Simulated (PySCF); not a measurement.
# A diatomic session: CSe

Aim: find the lowest electronic state of CSe, scan its bond at several levels of theory, and get bond length, wavenumber and dissociation energy from each curve.

Method: C pcseg-1, Se pcseg-1, no relativity; program: PySCF 2.14.0.

**1. Input**

Settings of the job:

- atoms: C, Se
- charge: 0
- basis: C pcseg-1, Se pcseg-1
- Hamiltonian: no relativity
- basis functions: 41
- electrons treated: 40
- masses in u: 12.0000, 79.9165
- levels: PBE0, PBE, r²SCAN, M06, TPSSh, B97-3, CAM-B3LYP, HF, MP2, SCS-MP2, CCSD, CCSD(T)
- grid: 80 radial by 434 angular points
- occupations: held fixed by the projection of orbital angular momentum
- dissociation limit: C + Se, each in its ground configuration
- starting distance in angstrom: 1.825
- values of 2S to try: 0, 2, 4

Started as:

```sh
$ OMP_NUM_THREADS=1 python dia.py task.json out
```

Further steps of the session: The PBE0 curve of the state that the search chose; Other states along the same grid; PBE (GGA); r²SCAN; M06 (hybrid meta-GGA); TPSSh; B97-3; CAM-B3LYP (range-separated hybrid); RHF; Adding correlation.

**Question.** What will these runs give? Wanted: for each run, Re; ωe; De; μ.

**Answer**, as computed:

Lowest PBE0 solution found, without spin–orbit coupling: ¹Σ⁺ (singlet), closed shell. State 2 has its PBE0 minimum 2.80 eV higher. State 3 has its PBE0 minimum 4.79 eV higher. The other levels ran on the lowest alone.

```
      level  Re (Å)  ωe (cm⁻¹)  De (eV)  μ (D)
        RHF   1.656       1161     2.79   1.72
    RHF-MP2   1.692       1041     5.84    n/a
RHF-SCS-MP2   1.690       1047     5.62    n/a
   RHF-CCSD   1.686       1063     5.22    n/a
RHF-CCSD(T)   1.701       1009     5.59    n/a
        PBE   1.700       1011     6.53   2.03
     r²SCAN   1.686       1048     6.01   1.99
      TPSSh   1.687       1046     5.96   1.97
       PBE0   1.678       1077     5.93   2.02
      B97-3   1.680       1071     5.91   2.02
        M06   1.679       1062     5.91   2.06
  CAM-B3LYP   1.668       1101     5.71   2.07
```

De is counted to C + Se in their ground configurations. A positive dipole means C(−)Se(+).

The methods spread over 0.044 Å in bond length, from RHF to RHF-CCSD(T). Of the levels with a De here, RHF gives the least (2.79 eV) and PBE the most (6.53 eV).

Correlated steps freeze 10 core orbitals. T1 is 0.023 near the minimum (highest on the curve 0.045), which may point to more than one leading configuration.
